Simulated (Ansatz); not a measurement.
# CH₅ClFNOZr: ionisation energy by level of theory

An exercise on one series of results from a longer session: the logs are not shown, and one member is left open.

Computed with Ansatz 0.2.0, Gaussian basis. Level: unrestricted cation, the program's frozen cores in correlated methods.

Plan: UKS PBE-D4/def2-TZVPP; UKS r2SCAN-D4/def2-TZVPP; UKS PBE0-D4/def2-TZVPP; UKS B3LYP-D4/def2-TZVPP; UKS wB97X-V/def2-TZVPP; UKS wB97M-V/def2-TZVPP; UKS B2PLYP/def2-TZVPP; UHF-CCSD(T)/def2-TZVPP; UHF-MP2/def2-QZVPP; extrapolation to the limit; then −ε(HOMO) from the neutral's earlier runs with LDA (SPW92), PBE-D4, revPBE-D4, BLYP-D4, r2SCAN-D4, B97M-V, PBE0-D4, B3LYP-D4, r2SCANh-D4, r2SCAN0-D4, HSE06-D4, BHLYP-D4, CAM-B3LYP-D4, LC-ωPBE, ωB97X-V, ωB97M-V.

1 further run of the same task is left out (for a known fault of the program).

## Structure used throughout

All runs share one geometry, relaxed beforehand with PBE0-D4 in a triple-zeta def2 set. Zr takes the def2 core potential; no spin-orbit term is included.

SMILES `C[NH][Zr]([OH])([F])[Cl]`, 11 atoms, charge 0, spin multiplicity 1.

Atoms are counted from 1 here; the program's logs count them from 0.

Bond lengths: C1–N2 1.450 Å, C1–H7 1.096 Å, C1–H8 1.092 Å, C1–H9 1.096 Å, N2–Zr3 2.007 Å, N2–H10 1.015 Å, Zr3–O4 1.909 Å, Zr3–F5 1.912 Å, Zr3–Cl6 2.378 Å, O4–H11 0.953 Å. Angles: N2–C1–H7 111.9°, N2–C1–H8 109.8°, N2–C1–H9 111.9°, H7–C1–H8 107.4°, H7–C1–H9 108.1°, H8–C1–H9 107.5°, C1–N2–Zr3 130.7°, C1–N2–H10 111.3°, Zr3–N2–H10 118.0°, N2–Zr3–O4 106.2°, N2–Zr3–F5 107.6°, N2–Zr3–Cl6 108.8°, O4–Zr3–F5 115.4°, O4–Zr3–Cl6 110.5°, F5–Zr3–Cl6 108.1°, Zr3–O4–H11 162.6°.

The first run:

in.yaml

```yaml
crystal:
  periodic: [false, false, false]
  atoms:
    - {symbol: C, position_ang: [1.384697, -1.012499, -0.278214]}
    - {symbol: N, position_ang: [0.776236, 0.289233, -0.468913]}
    - {symbol: Zr, position_ang: [-0.987970, 1.012594, 0.156544]}
    - {symbol: O, position_ang: [-2.077674, -0.505529, 0.548678]}
    - {symbol: F, position_ang: [-1.654542, 2.170798, -1.210407]}
    - {symbol: Cl, position_ang: [-0.633946, 2.310074, 2.117164]}
    - {symbol: H, position_ang: [1.627297, -1.493889, -1.232114]}
    - {symbol: H, position_ang: [0.693102, -1.670267, 0.252786]}
    - {symbol: H, position_ang: [2.303361, -0.952106, 0.316008]}
    - {symbol: H, position_ang: [1.386337, 0.908188, -0.992455]}
    - {symbol: H, position_ang: [-2.816907, -1.056609, 0.790915]}
basis:
  gaussian: {orbitals: def2-TZVPP}
total_charge: 1
magnetization: {spin_polarized: true, initial_magnetization: 1}
hamiltonian: {xc: pbe, dispersion: d4}
```

Run with:

```sh
$ ansatz run in.yaml --threads 2 --pin off --events-out ev --progress --plain --max-ram 32768MiB --backend cuda --devices 0, --max-vram 18GiB
```

Steps of the session up to this table: Cation, UKS PBE-D4/def2-TZVPP; Cation, UKS r2SCAN-D4/def2-TZVPP; Cation, UKS PBE0-D4/def2-TZVPP; Cation, UKS B3LYP-D4/def2-TZVPP; Cation, UKS wB97X-V/def2-TZVPP; Cation, UKS wB97M-V/def2-TZVPP; Cation, UKS B2PLYP (frozen core)/def2-TZVPP; Cation, UHF-CCSD(T)/def2-TZVPP; Cation, UHF-MP2/def2-QZVPP.

One table of the session follows, with a row left open; its other results are not shown here.

Orbital estimates, from the neutral's runs:

| functional | −ε(HOMO) (eV) |
| --- | --- |
| LDA (SPW92) | 6.09 |
| PBE-D4 | 5.93 |
| revPBE-D4 | 5.86 |
| BLYP-D4 | 5.81 |
| r2SCAN-D4 | 6.19 |
| B97M-V | ? |
| PBE0-D4 | 7.25 |
| B3LYP-D4 | 7.03 |
| r2SCANh-D4 | 6.69 |
| r2SCAN0-D4 | 7.44 |
| HSE06-D4 | 6.85 |
| BHLYP-D4 | 8.49 |
| CAM-B3LYP-D4 | 8.63 |
| LC-ωPBE | 9.98 |
| ωB97X-V | 9.62 |
| ωB97M-V | 9.53 |

Estimate the missing values for B97M-V.

**Answer.** −ε(HOMO) (eV): 6.25. In the column «−ε(HOMO) (eV)» it lies between r2SCAN-D4 (6.19) and r2SCANh-D4 (6.69).
